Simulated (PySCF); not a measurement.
# NbN6H18 (+3): ligand-field states

Wanted: ligand-field states for NbN6H18 (+3).

Programs: PySCF 2.14.0, with routines of our own; each step states its level. All values are computed. Atoms count from 0.

## Step 1: The starting structure

25 atoms, charge 3, states of the metal's open shell are computed; geometry from: model geometry, bond lengths from ionic radii.

## Step 2: Ligand-field states: state-averaged CASSCF

What the job is given:

```
{"job": {"kind": "lf", "basis": {"metal": "x2c-TZVPall", "ligand": "x2c-SVPall"}, "nevpt": true}, "charge": 3, "metal": "Nb", "open_shell": "d2"}
Nb     0.000000     0.000000     0.000000
N      0.000000     0.000000     2.150000
H      0.942357     0.000000     2.540337
H     -0.471179     0.816105     2.540337
H     -0.471179    -0.816105     2.540337
N      0.000000     0.000000    -2.150000
H     -0.942357     0.000000    -2.540337
H      0.471179     0.816105    -2.540337
H      0.471179    -0.816105    -2.540337
N      2.150000     0.000000     0.000000
H      2.540337     0.942357     0.000000
H      2.540337    -0.471179     0.816105
H      2.540337    -0.471179    -0.816105
N     -2.150000     0.000000     0.000000
H     -2.540337    -0.942357     0.000000
H     -2.540337     0.471179     0.816105
H     -2.540337     0.471179    -0.816105
N      0.000000     2.150000     0.000000
H      0.000000     2.540337     0.942357
H      0.816105     2.540337    -0.471179
H     -0.816105     2.540337    -0.471179
N     -0.000000    -2.150000     0.000000
H     -0.000000    -2.540337    -0.942357
H      0.816105    -2.540337     0.471179
H     -0.816105    -2.540337     0.471179
```

With the program's defaults for keys left out, this is: state-averaged CASSCF of the metal d shell, SC-NEVPT2 on the averaged canonical orbitals, state-interaction spin-orbit coupling.

Started as:

```console
> OMP_NUM_THREADS=1 python lf_run.py task.json out
```

The driver reads the jobs from task.json and runs them one after another.

The log of the run:

```text
basis functions 237, electrons 98, active (2e, 5o)
stage 1: DIIS on the effective Fock matrix, level shift 0.30
cycle   1  E = -4144.3811340710  dE = -4.144e+03  max|g| = 3.246e+00
cycle   2  E = -4150.3601916831  dE = -5.979e+00  max|g| = 1.593e+00
cycle   3  E = -4152.9586184922  dE = -2.598e+00  max|g| = 8.780e-01
cycle   4  E = -4153.4180036432  dE = -4.594e-01  max|g| = 1.349e-01
cycle   5  E = -4153.4473258545  dE = -2.932e-02  max|g| = 2.850e-02
cycle   6  E = -4153.4508397176  dE = -3.514e-03  max|g| = 1.436e-02
cycle   7  E = -4153.4516985298  dE = -8.588e-04  max|g| = 8.808e-03
cycle   8  E = -4153.4518667634  dE = -1.682e-04  max|g| = 4.063e-03
cycle   9  E = -4153.4519104910  dE = -4.373e-05  max|g| = 1.467e-03
cycle  10  E = -4153.4519204532  dE = -9.962e-06  max|g| = 7.524e-04
cycle  11  E = -4153.4519236320  dE = -3.179e-06  max|g| = 3.833e-04
cycle  12  E = -4153.4519247465  dE = -1.115e-06  max|g| = 2.198e-04
cycle  13  E = -4153.4519251171  dE = -3.706e-07  max|g| = 1.149e-04
cycle  14  E = -4153.4519252157  dE = -9.862e-08  max|g| = 5.629e-05
cycle  15  E = -4153.4519252418  dE = -2.611e-08  max|g| = 2.619e-05
cycle  16  E = -4153.4519252482  dE = -6.376e-09  max|g| = 1.382e-05
cycle  17  E = -4153.4519252498  dE = -1.561e-09  max|g| = 6.720e-06
converged average energy = -4153.4519252498

 mult deg   label        CASSCF/cm-1   NEVPT2/cm-1
   3   2   3Eg                 0.0           0.0
   3   1   3Ag               508.7         643.3
   1   1   1Ag              9028.6        7423.0
   1   2   1Eg              9157.5        7675.5
   1   2   1Eg              9776.8        8362.3
   1   1   1Ag             22078.3       18495.1
   3   2   3Eg             38643.5       41146.8
   3   1   3Ag             38902.7       41467.3
   3   2   3Eg             46384.4       46803.4
   3   1   3Ag             46630.2       47075.5
   1   2   1Eg             48168.9       48795.5
   1   1   1Ag             48511.2       49210.9
   1   2   1Eg             50597.6       50711.3
   1   1   1Ag             50864.4       51003.9
   3   1   3Ag             78740.7       83346.3
   1   2   1Eg             88975.3       91237.7
   1   1   1Ag            100041.2       99143.5

spin-orbit levels / cm-1
      0.00  x2  3Eg 1.00
    180.53  x2  3Eg 0.86 3Ag 0.14
    314.27  x1  3Eg 0.69 3Ag 0.31
    614.26  x1  3Eg 1.00
   1071.47  x2  3Ag 0.86 3Eg 0.14
   1219.54  x1  3Ag 0.69 3Eg 0.31
   7751.65  x1  1Ag 1.00
   8010.53  x2  1Eg 1.00
   8690.15  x2  1Eg 1.00
  18830.37  x1  1Ag 1.00
  41290.25  x1  3Eg 0.89 3Ag 0.11
  41354.50  x1  3Eg 1.00
  41427.74  x2  3Eg 0.89 3Ag 0.11
  41587.25  x2  3Eg 1.00
  41834.69  x2  3Ag 0.89 3Eg 0.11
  41854.06  x1  3Ag 0.89 3Eg 0.11
  46860.04  x1  3Eg 0.85 3Ag 0.15
  46959.85  x1  3Eg 1.00
  47056.27  x2  3Eg 0.82 3Ag 0.18
  47276.65  x2  3Eg 0.94
  47462.32  x1  3Ag 0.84 3Eg 0.14
  47485.75  x2  3Ag 0.78 3Eg 0.21
  49193.20  x2  1Eg 0.96
  49598.41  x1  1Ag 0.97
  51061.38  x2  1Eg 1.00
  51352.42  x1  1Ag 1.00
  83700.66  x2  3Ag 1.00
  83700.70  x1  3Ag 1.00
  91587.32  x1  1Eg 1.00
  91587.34  x1  1Eg 1.00
```

It took 33 s on 1 thread of Arm Neoverse V1, shared host; peak memory 0.65 GiB.

Warnings kept with the result: strongly covalent, metal-shell active space is small for this complex.

Key values:

```csv
quantity,value
spin-orbit constant ζ,554 cm⁻¹
```

Powder susceptibility:

```csv
T (K),χT (cm³ K/mol),μ(eff)
2,0.118,0.97
5,0.126,1.00
10,0.138,1.05
20,0.163,1.14
30,0.188,1.23
50,0.236,1.38
75,0.292,1.53
100,0.339,1.65
150,0.417,1.83
200,0.482,1.96
250,0.538,2.08
300,0.589,2.17
```

## Step 3: Ligand-field states: state-averaged CASSCF (axial bond length × 0.9)

What the job is given:

```
{"job": {"kind": "lf", "basis": {"metal": "x2c-TZVPall", "ligand": "x2c-SVPall"}, "nevpt": true, "reuse": true}, "charge": 3, "metal": "Nb", "open_shell": "d2"}
Nb     0.000000     0.000000     0.000000
N      0.000000     0.000000     1.935000
H      0.942357     0.000000     2.325337
H     -0.471179     0.816105     2.325337
H     -0.471179    -0.816105     2.325337
N      0.000000     0.000000    -1.935000
H     -0.942357     0.000000    -2.325337
H      0.471179     0.816105    -2.325337
H      0.471179    -0.816105    -2.325337
N      2.150000     0.000000     0.000000
H      2.540337     0.942357     0.000000
H      2.540337    -0.471179     0.816105
H      2.540337    -0.471179    -0.816105
N     -2.150000     0.000000     0.000000
H     -2.540337    -0.942357     0.000000
H     -2.540337     0.471179     0.816105
H     -2.540337     0.471179    -0.816105
N      0.000000     2.150000     0.000000
H      0.000000     2.540337     0.942357
H      0.816105     2.540337    -0.471179
H     -0.816105     2.540337    -0.471179
N     -0.000000    -2.150000     0.000000
H     -0.000000    -2.540337    -0.942357
H      0.816105    -2.540337     0.471179
H     -0.816105    -2.540337     0.471179
```

Level: state-averaged CASSCF of the metal d shell, SC-NEVPT2 on the averaged canonical orbitals, state-interaction spin-orbit coupling.

The log of the run:

```text
basis functions 237, electrons 98, active (2e, 5o)
start from the orbitals of the previous structure
stage 1: DIIS on the effective Fock matrix, level shift 0.30
cycle   1  E = -4146.8729040316  dE = -4.147e+03  max|g| = 4.835e+00
cycle   2  E = -4153.0456744292  dE = -6.173e+00  max|g| = 4.753e-01
cycle   3  E = -4153.3086905383  dE = -2.630e-01  max|g| = 1.367e-01
cycle   4  E = -4153.3327608519  dE = -2.407e-02  max|g| = 5.725e-02
cycle   5  E = -4153.3360948552  dE = -3.334e-03  max|g| = 2.180e-02
cycle   6  E = -4153.3369180642  dE = -8.232e-04  max|g| = 9.597e-03
cycle   7  E = -4153.3372507903  dE = -3.327e-04  max|g| = 6.510e-03
cycle   8  E = -4153.3374860580  dE = -2.353e-04  max|g| = 6.603e-03
cycle   9  E = -4153.3376874590  dE = -2.014e-04  max|g| = 6.653e-03
cycle  10  E = -4153.3379010824  dE = -2.136e-04  max|g| = 6.665e-03
...
stage 2: quasi-Newton rotations from the point of smallest gradient
cycle  28  E = -4153.3410089799  dE = -1.067e-04  max|g| = 3.630e-03
cycle  29  E = -4153.3412289437  dE = -2.200e-04  max|g| = 5.599e-03
cycle  30  E = -4153.3416921504  dE = -4.632e-04  max|g| = 1.040e-02
cycle  31  E = -4153.3420602136  dE = -3.681e-04  max|g| = 7.266e-03
cycle  32  E = -4153.3421621260  dE = -1.019e-04  max|g| = 2.886e-03
cycle  33  E = -4153.3421881434  dE = -2.602e-05  max|g| = 3.569e-04
cycle  34  E = -4153.3421888287  dE = -6.853e-07  max|g| = 1.270e-04
cycle  35  E = -4153.3421888894  dE = -6.068e-08  max|g| = 5.142e-05
cycle  36  E = -4153.3421889014  dE = -1.203e-08  max|g| = 2.520e-05
cycle  37  E = -4153.3421889029  dE = -1.470e-09  max|g| = 9.069e-06
converged average energy = -4153.3421889029

 mult deg   label        CASSCF/cm-1   NEVPT2/cm-1
   3   1   3Ag                 0.0           0.0
   3   1   3Ag               228.7         249.7
   3   1   3Ag              1774.7        1692.7
   1   1   1Ag              8036.0        6506.0
   1   1   1Ag              8749.1        7149.3
   1   1   1Ag              9029.4        7464.7
   1   1   1Ag             10682.0        8902.1
   1   1   1Ag             10808.4        8939.7
   1   1   1Ag             22356.9       17877.4
   3   1   3Ag             46359.4       38162.2
   3   1   3Ag             49122.9       40519.3
   1   1   1Ag             48828.5       40565.9
   3   1   3Ag             49237.4       40704.5
   3   1   3Ag             40581.2       42581.1
   3   1   3Ag             40876.1       42869.0
   1   1   1Ag             50667.4       44010.3
   1   1   1Ag             50770.8       44442.1
   3   1   3Ag             45128.1       45898.3
   1   1   1Ag             48203.7       46158.7
   1   1   1Ag             47826.3       47034.2
   1   1   1Ag             49260.9       48081.5
   1   1   1Ag            128764.9       75890.2
   3   1   3Ag             87065.9       82452.9
   1   1   1Ag             89987.2       84139.3
   1   1   1Ag             93150.5       93987.7

spin-orbit levels / cm-1
      0.00  x1  3Ag 0.72 3Ag 0.27
      4.54  x1  3Ag 0.69 3Ag 0.31
    159.21  x1  3Ag 0.97
    401.24  x1  3Ag 0.97 3Ag 0.03
    526.46  x1  3Ag 0.68 3Ag 0.25 3Ag 0.07
    648.96  x1  3Ag 0.69 3Ag 0.31
   1937.13  x1  3Ag 0.97
   1944.24  x1  3Ag 0.97 3Ag 0.03
   1980.71  x1  3Ag 0.93 3Ag 0.04
   6737.97  x1  1Ag 1.00
   7375.81  x1  1Ag 1.00
   7690.85  x1  1Ag 1.00
   9128.66  x1  1Ag 1.00
   9165.30  x1  1Ag 1.00
  18111.55  x1  1Ag 1.00
  38333.01  x1  3Ag 0.98
  38344.41  x1  3Ag 0.99
  38345.66  x1  3Ag 0.99
  40515.49  x1  3Ag 0.59 1Ag 0.40
  40573.15  x1  3Ag 0.66 3Ag 0.34
  40617.75  x1  3Ag 0.54 1Ag 0.31 3Ag 0.15
  40746.72  x1  3Ag 0.98
  40927.69  x1  3Ag 0.99
  41125.38  x1  3Ag 0.66 3Ag 0.33
  41293.30  x1  3Ag 0.45 1Ag 0.29 3Ag 0.26
  42709.19  x1  3Ag 0.81 3Ag 0.19
  42710.94  x1  3Ag 0.81 3Ag 0.19
  42771.18  x1  3Ag 0.98
  43058.07  x1  3Ag 0.98
  43164.26  x1  3Ag 0.81 3Ag 0.18
```

Wall time 41 s (1 thread of Arm Neoverse V1, shared host); peak memory 0.65 GiB.

Warnings kept with the result: an active orbital is not mainly the metal shell.

An active orbital is only 11 % metal, under the run's own bar for a metal shell, so levels, ζ, ground spin and magnetism of this run may not be those of the metal's shell and are not read here.

## Step 4: Ligand-field states: state-averaged CASSCF (axial bond length × 0.95)

Settings changed since step 3:

```diff
@@ -2,10 +2,10 @@
 Nb     0.000000     0.000000     0.000000
-N      0.000000     0.000000     1.935000
-H      0.942357     0.000000     2.325337
-H     -0.471179     0.816105     2.325337
-H     -0.471179    -0.816105     2.325337
-N      0.000000     0.000000    -1.935000
-H     -0.942357     0.000000    -2.325337
-H      0.471179     0.816105    -2.325337
-H      0.471179    -0.816105    -2.325337
+N      0.000000     0.000000     2.042500
+H      0.942357     0.000000     2.432837
+H     -0.471179     0.816105     2.432837
+H     -0.471179    -0.816105     2.432837
+N      0.000000     0.000000    -2.042500
+H     -0.942357     0.000000    -2.432837
+H      0.471179     0.816105    -2.432837
+H      0.471179    -0.816105    -2.432837
 N      2.150000     0.000000     0.000000
```

Level: state-averaged CASSCF of the metal d shell, SC-NEVPT2 on the averaged canonical orbitals, state-interaction spin-orbit coupling.

The log of the run:

```text
basis functions 237, electrons 98, active (2e, 5o)
start from the orbitals of the previous structure
stage 1: DIIS on the effective Fock matrix, level shift 0.30
cycle   1  E = -4150.4690869773  dE = -4.150e+03  max|g| = 3.090e+00
cycle   2  E = -4152.3734661505  dE = -1.904e+00  max|g| = 3.054e-01
cycle   3  E = -4152.5030614875  dE = -1.296e-01  max|g| = 1.049e-01
cycle   4  E = -4152.5163755416  dE = -1.331e-02  max|g| = 7.630e-02
cycle   5  E = -4152.5239619587  dE = -7.586e-03  max|g| = 7.199e-02
cycle   6  E = -4152.5619669469  dE = -3.800e-02  max|g| = 1.279e-01
cycle   7  E = -4152.6137215186  dE = -5.175e-02  max|g| = 2.383e-01
cycle   8  E = -4152.6085698642  dE =  5.152e-03  max|g| = 3.146e-01
cycle   9  E = -4152.6033381838  dE =  5.232e-03  max|g| = 3.408e-01
cycle  10  E = -4152.5947198074  dE =  8.618e-03  max|g| = 3.587e-01
...
cycle  42  E = -4153.4067279627  dE = -2.830e-04  max|g| = 4.401e-03
cycle  43  E = -4153.4068493627  dE = -1.214e-04  max|g| = 1.406e-03
cycle  44  E = -4153.4068603013  dE = -1.094e-05  max|g| = 1.082e-03
cycle  45  E = -4153.4068687370  dE = -8.436e-06  max|g| = 8.214e-04
cycle  46  E = -4153.4068779605  dE = -9.223e-06  max|g| = 6.660e-04
cycle  47  E = -4153.4068806783  dE = -2.718e-06  max|g| = 3.994e-04
cycle  48  E = -4153.4068814598  dE = -7.815e-07  max|g| = 1.436e-04
cycle  49  E = -4153.4068815251  dE = -6.529e-08  max|g| = 6.133e-05
cycle  50  E = -4153.4068815401  dE = -1.505e-08  max|g| = 3.122e-05
cycle  51  E = -4153.4068815476  dE = -7.471e-09  max|g| = 1.693e-05
cycle  52  E = -4153.4068815511  dE = -3.555e-09  max|g| = 8.625e-06
converged average energy = -4153.4068815511

 mult deg   label        CASSCF/cm-1   NEVPT2/cm-1
   3   1   3Ag                 0.0           0.0
   3   1   3Ag               165.9         185.5
   3   1   3Ag               921.2        1005.9
   1   1   1Ag              8734.2        7246.1
   1   1   1Ag              9044.0        7522.7
   1   1   1Ag              9239.1        7741.9
   1   1   1Ag             10025.5        8600.1
   1   1   1Ag             10136.7        8614.8
   1   1   1Ag             22119.0       18428.4
   3   1   3Ag             39680.4       42006.2
   3   1   3Ag             39951.8       42344.2
   3   1   3Ag             45882.8       46388.9
   3   1   3Ag             44985.6       46797.1
   1   1   1Ag             48402.6       49003.3
   1   1   1Ag             48812.2       49509.3
   1   1   1Ag             50111.1       50347.5
   3   1   3Ag             51963.1       51807.5
   3   1   3Ag             52194.7       52075.0
   1   1   1Ag             54786.7       54484.5
   1   1   1Ag             56233.5       55724.5
   1   1   1Ag             56468.5       55967.2
   3   1   3Ag             85122.7       89108.7
   1   1   1Ag             91729.7       93516.0
   1   1   1Ag             95690.9       97131.7
   1   1   1Ag            108141.6      106641.4

spin-orbit levels / cm-1
      0.00  x1  3Ag 0.67 3Ag 0.32
      4.52  x1  3Ag 0.66 3Ag 0.34
    146.32  x1  3Ag 0.93 3Ag 0.07
    315.31  x1  3Ag 0.90 3Ag 0.10
    416.12  x1  3Ag 0.58 3Ag 0.22 3Ag 0.20
    638.51  x1  3Ag 0.65 3Ag 0.35
   1315.35  x1  3Ag 0.93 3Ag 0.07
   1329.74  x1  3Ag 0.90 3Ag 0.10
   1425.63  x1  3Ag 0.80 3Ag 0.11 3Ag 0.09
   7503.01  x1  1Ag 1.00
   7776.09  x1  1Ag 1.00
   7995.07  x1  1Ag 1.00
   8853.06  x1  1Ag 0.99
   8862.91  x1  1Ag 0.99
  18686.18  x1  1Ag 1.00
  42171.80  x1  3Ag 0.84 3Ag 0.16
  42174.02  x1  3Ag 0.84 3Ag 0.16
  42245.22  x1  3Ag 1.00
  42581.69  x1  3Ag 1.00
  42665.94  x1  3Ag 0.84 3Ag 0.16
  42670.85  x1  3Ag 0.84 3Ag 0.16
  46625.10  x1  3Ag 0.99
  46628.46  x1  3Ag 0.99
  46662.33  x1  3Ag 0.99
  47037.73  x1  3Ag 1.00
  47038.24  x1  3Ag 1.00
  47038.52  x1  3Ag 1.00
  49280.11  x1  1Ag 0.99
  49780.82  x1  1Ag 0.99
  50610.67  x1  1Ag 0.99
```

Wall time 52 s (1 thread of Arm Neoverse V1, shared host); peak memory 0.67 GiB.

Warnings kept with the result: strongly covalent, metal-shell active space is small for this complex.

From this job:

```csv
quantity,value
spin-orbit constant ζ,546 cm⁻¹
```

Powder susceptibility:

```csv
T (K),χT (cm³ K/mol),μ(eff)
2,0.078,0.79
20,0.186,1.22
100,0.384,1.75
300,0.625,2.24
```

## Step 5: Ligand-field states: state-averaged CASSCF (axial bond length × 1.05)

Settings changed since step 4:

```diff
@@ -2,10 +2,10 @@
 Nb     0.000000     0.000000     0.000000
-N      0.000000     0.000000     2.042500
-H      0.942357     0.000000     2.432837
-H     -0.471179     0.816105     2.432837
-H     -0.471179    -0.816105     2.432837
-N      0.000000     0.000000    -2.042500
-H     -0.942357     0.000000    -2.432837
-H      0.471179     0.816105    -2.432837
-H      0.471179    -0.816105    -2.432837
+N      0.000000     0.000000     2.257500
+H      0.942357     0.000000     2.647837
+H     -0.471179     0.816105     2.647837
+H     -0.471179    -0.816105     2.647837
+N      0.000000     0.000000    -2.257500
+H     -0.942357     0.000000    -2.647837
+H      0.471179     0.816105    -2.647837
+H      0.471179    -0.816105    -2.647837
 N      2.150000     0.000000     0.000000
```

With the program's defaults for keys left out, this is: state-averaged CASSCF of the metal d shell, SC-NEVPT2 on the averaged canonical orbitals, state-interaction spin-orbit coupling.

The log of the run:

```text
basis functions 237, electrons 98, active (2e, 5o)
start from the orbitals of the previous structure
stage 1: DIIS on the effective Fock matrix, level shift 0.30
cycle   1  E = -4149.1598494681  dE = -4.149e+03  max|g| = 3.364e+00
cycle   2  E = -4153.2700257510  dE = -4.110e+00  max|g| = 3.623e-01
cycle   3  E = -4153.4585539025  dE = -1.885e-01  max|g| = 1.124e-01
cycle   4  E = -4153.4760848057  dE = -1.753e-02  max|g| = 4.616e-02
cycle   5  E = -4153.4790757719  dE = -2.991e-03  max|g| = 1.918e-02
cycle   6  E = -4153.4796918169  dE = -6.160e-04  max|g| = 6.752e-03
cycle   7  E = -4153.4798639869  dE = -1.722e-04  max|g| = 3.904e-03
cycle   8  E = -4153.4799370468  dE = -7.306e-05  max|g| = 3.009e-03
cycle   9  E = -4153.4799703617  dE = -3.331e-05  max|g| = 2.257e-03
cycle  10  E = -4153.4799881568  dE = -1.780e-05  max|g| = 1.592e-03
cycle  11  E = -4153.4799972891  dE = -9.132e-06  max|g| = 1.031e-03
cycle  12  E = -4153.4800009384  dE = -3.649e-06  max|g| = 6.529e-04
cycle  13  E = -4153.4800025149  dE = -1.577e-06  max|g| = 3.792e-04
cycle  14  E = -4153.4800030683  dE = -5.534e-07  max|g| = 2.093e-04
cycle  15  E = -4153.4800032382  dE = -1.699e-07  max|g| = 1.140e-04
cycle  16  E = -4153.4800032883  dE = -5.009e-08  max|g| = 6.160e-05
cycle  17  E = -4153.4800033029  dE = -1.461e-08  max|g| = 3.306e-05
cycle  18  E = -4153.4800033071  dE = -4.201e-09  max|g| = 1.763e-05
cycle  19  E = -4153.4800033083  dE = -1.196e-09  max|g| = 9.372e-06
converged average energy = -4153.4800033083

 mult deg   label        CASSCF/cm-1   NEVPT2/cm-1
   3   1   3Ag                 0.0           0.0
   3   1   3Ag               303.5         260.2
   3   1   3Ag               716.8         789.4
   1   1   1Ag              9160.7        7607.4
   1   1   1Ag              9216.1        7758.2
   1   1   1Ag              9647.0        8049.8
   1   1   1Ag             10121.6        8608.4
   1   1   1Ag             10085.9        8627.9
   1   1   1Ag             22367.4       18826.9
   3   1   3Ag             33130.9       35523.8
   3   1   3Ag             36042.2       38118.9
   3   1   3Ag             36164.6       38325.3
   1   1   1Ag             42325.3       42989.9
   3   1   3Ag             43291.1       43959.1
   3   1   3Ag             43424.1       44199.8
   1   1   1Ag             44221.4       44416.8
   1   1   1Ag             44597.3       44847.5
   3   1   3Ag             47262.6       47570.5
   1   1   1Ag             49138.9       49460.0
   1   1   1Ag             49555.9       49960.9
   1   1   1Ag             51511.1       51504.5
   3   1   3Ag             73057.0       77539.3
   1   1   1Ag             81197.9       82770.7
   1   1   1Ag             82861.1       85169.9
   1   1   1Ag             97315.4       96868.0

spin-orbit levels / cm-1
      0.00  x1  3Ag 0.75 3Ag 0.23
     17.50  x1  3Ag 0.69 3Ag 0.31
    116.13  x1  3Ag 0.89 3Ag 0.11
    336.68  x1  3Ag 0.82 3Ag 0.18
    400.77  x1  3Ag 0.58 3Ag 0.30 3Ag 0.12
    697.49  x1  3Ag 0.69 3Ag 0.31
   1124.88  x1  3Ag 0.89 3Ag 0.11
   1156.00  x1  3Ag 0.82 3Ag 0.18
   1293.39  x1  3Ag 0.68 3Ag 0.19 3Ag 0.13
   7855.01  x1  1Ag 1.00
   8015.32  x1  1Ag 1.00
   8299.00  x1  1Ag 1.00
   8853.08  x1  1Ag 1.00
   8878.97  x1  1Ag 1.00
  19080.81  x1  1Ag 1.00
  35754.05  x1  3Ag 0.99
  35761.71  x1  3Ag 0.99
  35762.73  x1  3Ag 0.99
  38348.88  x1  3Ag 0.94 3Ag 0.06
  38353.39  x1  3Ag 0.90 3Ag 0.09
  38378.34  x1  3Ag 0.99
  38579.70  x1  3Ag 0.96 3Ag 0.03
  38584.14  x1  3Ag 0.97
  38604.03  x1  3Ag 0.90 3Ag 0.09
  43192.46  x1  1Ag 0.94 3Ag 0.03
  44140.29  x1  3Ag 0.90 1Ag 0.09
  44219.63  x1  3Ag 0.99
  44240.20  x1  3Ag 0.95
  44393.80  x1  3Ag 0.94 1Ag 0.05
  44460.01  x1  3Ag 1.00
```

Wall time 27 s (1 thread of Arm Neoverse V1, shared host); peak memory 0.66 GiB.

Warnings kept with the result: strongly covalent, metal-shell active space is small for this complex.

In short:

```csv
quantity,value
spin-orbit constant ζ,556 cm⁻¹
```

Powder susceptibility:

```csv
T (K),χT (cm³ K/mol),μ(eff)
2,0.027,0.46
20,0.181,1.20
100,0.390,1.76
300,0.598,2.19
```

(Part 1 of 2 ends here.)
